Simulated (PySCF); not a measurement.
**CrOBr: quartet, from a B3LYP minimum start**

Where does quartet CrOBr go from a B3LYP minimum start, is the end point a minimum, and what are its modes, charges and moments?

Computed with PySCF 2.14.0. Level: B3LYP, basis Cr def2-SVP, O def2-SVP, Br def2-SVP, no relativity, density fitting.

## 1. Starting geometry

3 atoms, charge 0, spin multiplicity 4.

Bond lengths: Cr1–O2 1.572 Å, Cr1–Br3 2.327 Å. Angles: O2–Cr1–Br3 135.9°.

Coordinates in bohr (charge 0 multiplicity 4):
```
Cr   -1.8277    0.0000   -1.1146
O    -4.6391    0.0000   -0.1569
Br    2.1474    0.0000    0.7670
```

## 2. The SCF at the typed geometry

One driver script runs all steps and calls PySCF; scf.py shows how it sets up the SCF of each step. The optimiser is the driver's own. After this first run the driver tries any further starts and a stability analysis.

Contents of scf.py:

```python
from pyscf import gto, scf, dft
mol = gto.M(atom='''
Cr    -0.967166     0.000000    -0.589839
O     -2.454922     0.000000    -0.083002
Br     1.136338     0.000000     0.405858''',
    basis={'Cr': 'def2-SVP', 'O': 'def2-SVP', 'Br': 'def2-SVP'},
    charge=0, spin=3)
mf = dft.UKS(mol, xc='B3LYP')
mf.grids.atom_grid = (50, 194)
aux = {'Cr': 'def2-universal-JKFIT', 'O': 'def2-universal-JKFIT', 'Br': 'def2-universal-JKFIT'}
mf = mf.density_fit(auxbasis=aux)
mf.conv_tol = 1e-08
mf.diis_space = 10
mf.max_cycle = 60
mf.init_guess = 'minao'
mf.verbose = 4
mf.kernel()
```

Launch:

```console
$ OMP_NUM_THREADS=2 python axn.py task.json out
```

What it wrote:

```text
init E= -3692.17845880143
[... the frontier-level lines of each cycle are left out ...]
cycle= 1 E= -3692.75328224599  delta_E= -0.575  |g|= 1.15  |ddm|= 2.24
cycle= 2 E= -3688.4678058301  delta_E= 4.29  |g|= 2.29  |ddm|= 8.55
cycle= 3 E= -3693.14109636609  delta_E= -4.67  |g|= 0.875  |ddm|= 8.42
cycle= 4 E= -3693.084868369  delta_E= 0.0562  |g|= 0.889  |ddm|= 0.918
cycle= 5 E= -3693.32026744972  delta_E= -0.235  |g|= 0.496  |ddm|= 0.758
cycle= 6 E= -3693.38893213852  delta_E= -0.0687  |g|= 0.303  |ddm|= 0.289
cycle= 7 E= -3693.42130920518  delta_E= -0.0324  |g|= 0.0986  |ddm|= 0.152
cycle= 8 E= -3693.42515502389  delta_E= -0.00385  |g|= 0.0142  |ddm|= 0.0578
cycle= 9 E= -3693.42533949379  delta_E= -0.000184  |g|= 0.00462  |ddm|= 0.0234
cycle= 10 E= -3693.42541765225  delta_E= -7.82e-05  |g|= 0.00348  |ddm|= 0.0213
cycle= 11 E= -3693.42546076544  delta_E= -4.31e-05  |g|= 0.0016  |ddm|= 0.0221
cycle= 12 E= -3693.4254685543  delta_E= -7.79e-06  |g|= 0.000382  |ddm|= 0.00994
cycle= 13 E= -3693.42546965006  delta_E= -1.1e-06  |g|= 0.00023  |ddm|= 0.00462
cycle= 14 E= -3693.42546984105  delta_E= -1.91e-07  |g|= 0.000102  |ddm|= 0.00173
cycle= 15 E= -3693.42546990311  delta_E= -6.21e-08  |g|= 5.53e-05  |ddm|= 0.0011
cycle= 16 E= -3693.42546991788  delta_E= -1.48e-08  |g|= 2.7e-05  |ddm|= 0.000521
cycle= 17 E= -3693.42546992134  delta_E= -3.47e-09  |g|= 1.08e-05  |ddm|= 0.000248
Extra cycle  E= -3693.42546992187  delta_E= -5.25e-10  |g|= 9.24e-06  |ddm|= 6.02e-05
converged SCF energy = -3693.42546992187  <S^2> = 3.8715492  2S+1 = 4.0603198
```

This step, with its further starts and checks, ran for 17 s (2 threads of Arm Neoverse V1, shared host).

Energies from each starting density:

| start | energy (Eh) |
| --- | --- |
| the minimal-basis guess | -3693.425470 |
| a thermally smeared density | -3693.425470 |
| a smeared PBE density | -3693.425470 |

No lower solution of this spin turned up from the other starts or in the test of internal stability.

## 3. Relaxation: B3LYP minimum start, quartet

The program finds Cs symmetry in the start, which this walk keeps.

scf.py: that of step 2 with these lines changed.

```diff
@@ -3,3 +3,3 @@
-Cr    -0.967166     0.000000    -0.589839
-O     -2.454922     0.000000    -0.083002
-Br     1.136338     0.000000     0.405858''',
+Cr    -0.968368     0.000000    -0.590285
+O     -2.456124     0.000000    -0.083448
+Br     1.135136     0.000000     0.405412''',
@@ -15 +14,0 @@
-mf.init_guess = 'minao'
```

Steps of the walk:

| step | energy (Eh) | change (kJ/mol) | largest symmetric gradient (Eh/bohr) |
| --- | --- | --- | --- |
| 0 | -3693.425470 | 0.00 | 0.00032 |
| 1 | -3693.425471 | 0.00 | 0.00018 |

The walk took 4.7 s.

Geometry (Å) and forces (eV/Å) at some steps:

```
step 0
Cr  -0.968   0.000  -0.590  -0.019   0.000  -0.010
O   -2.456   0.000  -0.083   0.016   0.000   0.012
Br   1.135   0.000   0.405   0.003   0.000  -0.002
step 1
Cr  -0.969   0.000  -0.591  -0.006   0.000  -0.009
O   -2.455   0.000  -0.083   0.005   0.000   0.013
Br   1.135   0.000   0.406   0.001   0.000  -0.004
```

After 1 steps and 0.0 kJ/mol it ends at Cs: Cr–Br 2.328 Å, Cr–O 1.571 Å; Br–Cr–O 135.7°.

## 4. Vibrations and properties at this point

The point is checked on the finer grid, and tightened if its gradient asks for it. The Hessian and the dipole derivatives come from central differences of analytic gradients, with steps of 0.02 bohr.

scf.py: that of step 3 with these lines changed.

```diff
@@ -3,3 +3,3 @@
-Cr    -0.968368     0.000000    -0.590285
-O     -2.456124     0.000000    -0.083448
-Br     1.135136     0.000000     0.405412''',
+Cr    -0.968099     0.000000    -0.591104
+O     -2.455301     0.000000    -0.082747
+Br     1.134928     0.000000     0.405826''',
@@ -9 +9 @@
-mf.grids.atom_grid = (50, 194)
+mf.grids.atom_grid = (75, 302)
@@ -12 +12 @@
-mf.conv_tol = 1e-08
+mf.conv_tol = 1e-10
```

The driver hands on the density of the step before, so the log starts near convergence.

Log of the central SCF (cycles and frontier levels):

```text
init E= -3693.42533371924
[... the frontier-level lines of each cycle are left out ...]
cycle= 1 E= -3693.42533371874  delta_E= 5.05e-10  |g|= 3.67e-05  |ddm|= 2.4e-05
cycle= 2 E= -3693.42533370676  delta_E= 1.2e-08  |g|= 0.00018  |ddm|= 0.000116
cycle= 3 E= -3693.42533371925  delta_E= -1.25e-08  |g|= 1.65e-06  |ddm|= 9.69e-05
cycle= 4 E= -3693.42533371926  delta_E= -9.09e-12  |g|= 3.53e-07  |ddm|= 2.07e-06
Extra cycle  E= -3693.42533371927  delta_E= -1.18e-11  |g|= 8.93e-07  |ddm|= 1.09e-06
converged SCF energy = -3693.42533371927  <S^2> = 3.8714271  2S+1 = 4.0602596
```

The whole step took 63 s.

Geometry: Cs; Cr–Br 2.327 Å, Cr–O 1.572 Å; Br–Cr–O 135.8°.

Harmonic modes (main isotopes):

```tsv
symmetry	ω (cm⁻¹)	IR (km/mol)
a'	127	13.7
a'	315	39.5
a'	1015	125
```

No imaginary mode, so this is a minimum.

Constants and moments:

| Item | Value |
| --- | --- |
| Dipole moment | 2.28 D |
| Highest occupied level | -6.73 eV |
| Lowest empty level | -3.81 eV |
| Rotational constants | 1.549, 0.06311, 0.06064 cm⁻¹ |
| Zero-point energy | 8.7 kJ/mol |
| Principal polarisabilities | 31.1, 35.2, 67.7 bohr³ |
| Atomisation energy without zero-point energy | 780 kJ/mol |
| Principal traceless quadrupole moments about the centre of mass | -9.64, 3.92, 5.72 D Å |
| Entropy at 298.15 K and 1 bar (electronic part: spin only) | 306.2 J/(mol K) |
| Heat capacity Cp at 298.15 K | 49.7 J/(mol K) |
| Enthalpy at 298.15 K above 0 K | 12.86 kJ/mol |
| Rotational symmetry number | 1 |
| Spin squared ⟨S²⟩ | 3.871 |

Charges (e) and bond orders:

```
atom  Mulliken  Löwdin  polar tensor  spin (Mulliken)  Mayer order to Cr1
 Cr1      0.66    0.22          1.16             3.37                   –
  O2     -0.41   -0.14         -0.64            -0.29                2.14
 Br3     -0.25   -0.09         -0.52            -0.08                1.19
```

Outer orbital energies (eV). α occupied: -10.60, -10.33, -9.43, -9.16, -8.67, -7.96, -7.89, -6.73; empty: -3.81, -3.23, -1.12, 1.36. β occupied: -24.98, -20.54, -10.74, -10.48, -10.22, -9.08, -8.27, -8.17; empty: -2.90, -2.23, -2.19, -2.15.

Mulliken populations on Cr1: s 6.45, p 12.43, d 4.46, f 0.01.

## 5. Outcome

| quantity | value |
| --- | --- |
| minimum | quartet, Cs |
| geometry | Cr–Br 2.327 Å, Cr–O 1.572 Å; Br–Cr–O 135.8° |
| wavenumbers (cm⁻¹) | 127 (a'), 315 (a'), 1015 (a') |
| dipole moment | 2.28 D |
| highest occupied, lowest empty level (either spin) | -6.73, -3.81 eV |
| polar-tensor charge of Cr1 | +1.16 e |
| zero-point energy | 8.7 kJ/mol |
| entropy at 298.15 K | 306.2 J/(mol K) |
| atomisation energy (no zero-point energy) | 780 kJ/mol |
| ⟨S²⟩ | 3.871 |

What this shows: The molecule stays Cs, as typed, and the end point is a minimum. In the infrared the band at 1015 cm⁻¹ (a', stretch) leads. Most of the spin sits on Cr1 (Mulliken spin 3.37, against 3 for the whole molecule). Only this shape and spin were tried, so other structures or states may lie lower. One determinant may miss the lowest occupation of an open d or f shell.

The search up to here took 85 s.
